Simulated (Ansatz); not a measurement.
# NiO: the cost of one run

Computed with Ansatz 0.2.0 (DFT PBE, scalar-relativistic, plane waves, PAW, unless a step's input says otherwise).

5 further runs of the same task are left out: 5 that didn't finish.

**1. The starting structure**

It takes space group Fm-3m (No. 225, cubic). Conventional cell: a = 4.183 Å, b = 4.183 Å, c = 4.183 Å, α = 90.00°, β = 90.00°, γ = 90.00°. Ni (site symmetry m-3m) has 6 O at 2.09 Å as nearest neighbours. O (site symmetry m-3m) has 6 Ni at 2.09 Å as nearest neighbours.

As a file:

```cif
data_structure
_symmetry_space_group_name_H-M 'Fm-3m'
_symmetry_Int_Tables_number 225
_cell_length_a 4.1826
_cell_length_b 4.1826
_cell_length_c 4.1826
_cell_angle_alpha 90.000
_cell_angle_beta 90.000
_cell_angle_gamma 90.000
_cell_volume 73.17
loop_
_atom_site_label
_atom_site_type_symbol
_atom_site_symmetry_multiplicity
_atom_site_Wyckoff_symbol
_atom_site_fract_x
_atom_site_fract_y
_atom_site_fract_z
_atom_site_occupancy
Ni1 Ni 4 a 0.00000 0.00000 0.00000 1
O1 O 4 b 0.50000 0.00000 0.00000 1
```

The structure comes from the Crystallography Open Database.

(A quick probe on a coarse mesh, which set the mesh and smearing, is not shown.)

**3. The relaxation**

Input file input.yaml:

```yaml
crystal:
  lattice:
    - [0.0, 2.09131, 2.09131]
    - [2.09131, 0.0, 2.09131]
    - [2.09131, 2.09131, 0.0]
  atoms:
    - { symbol: Ni, position: [0.0, 0.0, 0.0], spin: 1.61 }
    - { symbol: O, position: [0.5, 0.5, 0.5], spin: 0.33 }
basis:
  ecutwfc: 420
kpoints:
  mp_grid: { grid: [18, 18, 18] }
hamiltonian:
  xc: pbe
scf:
  occupations: { method: gaussian, width: 0.1 }
output:
  forces: true
  stress: true
  eigenvalues: true
  populations: true
  write_density: true
  write_potential: true
  elf: true
  volumetric_format: npy
magnetization:
  spin_polarized: true
relax:
  adjacent_minimum: "off"
  f_tol: 0.005
  max_steps: 80
  cell: { stress_tol: 0.05 }
```

Run with:

```sh
$ ansatz run input.yaml --threads 1 --pin off --max-ram 2560MiB --backend cpu --events-out ev --progress --plain --runs-dir out
```

Q: Estimate wall time and peak memory on 1 thread of Intel Xeon Platinum 8259CL at 2.50GHz (Skylake/Cascade Lake), shared host.

About 81 s, with a peak of 0.51 GiB.
